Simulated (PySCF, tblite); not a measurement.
# C4H12N2Si: geometry, infrared bands and NMR shifts

Wanted: the infrared bands and NMR shifts of C4H12N2Si (`[SiH3]NN1CCCC1`), by calculation.

Programs: tblite 0.8.0 and PySCF 2.14.0, with density-fitted response routines of our own. Each step states its level of theory. These are calculated values for one molecule in the gas phase, unless marked as measured. Atoms are numbered from 0 throughout.

### 1 Starting geometry

19 atoms, charge 0, multiplicity 1; geometry from: force field or distance geometry start.

Bonds of the start (Å): Si0–N1 1.73, N1–N2 1.44, N2–C3 1.48, C3–C4 1.52, C4–C5 1.52, C5–C6 1.53, C6–N2 1.48, Si0–H7 1.48, Si0–H8 1.48, Si0–H9 1.49, N1–H10 1.02, C3–H11 1.11, C3–H12 1.08, C4–H13 1.10, C4–H14 1.09, C5–H15 1.10, C5–H16 1.09, C6–H17 1.09, C6–H18 1.10.

### 2 Geometry optimisation with GFN2-xTB

The job: settings as JSON, then the geometry in Å.

```
{"job": {"kind": "relax", "xc": "GFN2-xTB", "basis": "xTB"}, "charge": 0, "multiplicity": 1}
Si     2.901200     0.121900     0.222300
N      1.444700    -0.771300    -0.045500
N      0.294900     0.039900    -0.365000
C     -0.654700    -0.709500    -1.218300
C     -1.951500     0.062400    -1.061000
C     -1.866600     0.731000     0.296000
C     -0.497400     0.339200     0.844300
H      3.965900    -0.845100     0.553800
H      3.249900     0.819600    -1.035300
H      2.689000     1.072200     1.350800
H      1.667900    -1.411900    -0.805500
H     -0.799700    -1.744900    -0.839000
H     -0.327900    -0.763700    -2.242100
H     -2.025600     0.828300    -1.852600
H     -2.828900    -0.579800    -1.145200
H     -1.940100     1.820700     0.198900
H     -2.667900     0.408400     0.965100
H     -0.060700     1.139100     1.441900
H     -0.602400    -0.547200     1.494400
```

Launch:

```
OMP_NUM_THREADS=1 python probes_run.py task.json out
```

This one command runs all jobs of the session in turn.

**Question.** This job is followed by: GFN2-xTB harmonic vibrations, gas phase; GIAO PBE0/pcSseg-1 NMR shielding, non-relativistic, gas phase. What will the session give for the following? strongest single infrared mode (GFN2-xTB); zero-point energy (GFN2-xTB); 13C shifts against TMS (PBE0/pcSseg-1, means over atoms taken as alike); 1H shifts against TMS (PBE0/pcSseg-1, means over atoms taken as alike); 29Si shifts against TMS (PBE0/pcSseg-1); 15N shifts against NH3 (PBE0/pcSseg-1).

As calculated:

| quantity | value |
| --- | --- |
| strongest single infrared mode (GFN2-xTB) | 2165 cm⁻¹, 376 km/mol |
| zero-point energy (GFN2-xTB) | 97.8 kcal/mol |
| 13C shifts against TMS (PBE0/pcSseg-1, means over atoms taken as alike) | 62.1, 24.5 ppm |
| 1H shifts against TMS (PBE0/pcSseg-1, means over atoms taken as alike) | 4.68, 2.60, 1.84, 0.77 ppm |
| 29Si shifts against TMS (PBE0/pcSseg-1) | -58.9 ppm |
| 15N shifts against NH3 (PBE0/pcSseg-1) | 105.7, 84.1 ppm |

In words: The optimisation took 80 steps and gained 0.402 eV; among the close pairs (by a distance rule), N1–N2 changed most, from 1.443 to 1.399 Å. The lowest mode is imaginary (26i cm⁻¹), so the xTB geometry is not a minimum. The strongest single mode, at 2165 cm⁻¹, moves mainly H9. GFN2-xTB is a fitted tight-binding method: band positions and strengths are rough. Its intensities can rank the bands wrongly. At PBE0/pcSseg-1: The widest tensor belongs to N1: span 155 ppm, with a paramagnetic part of -136 ppm.
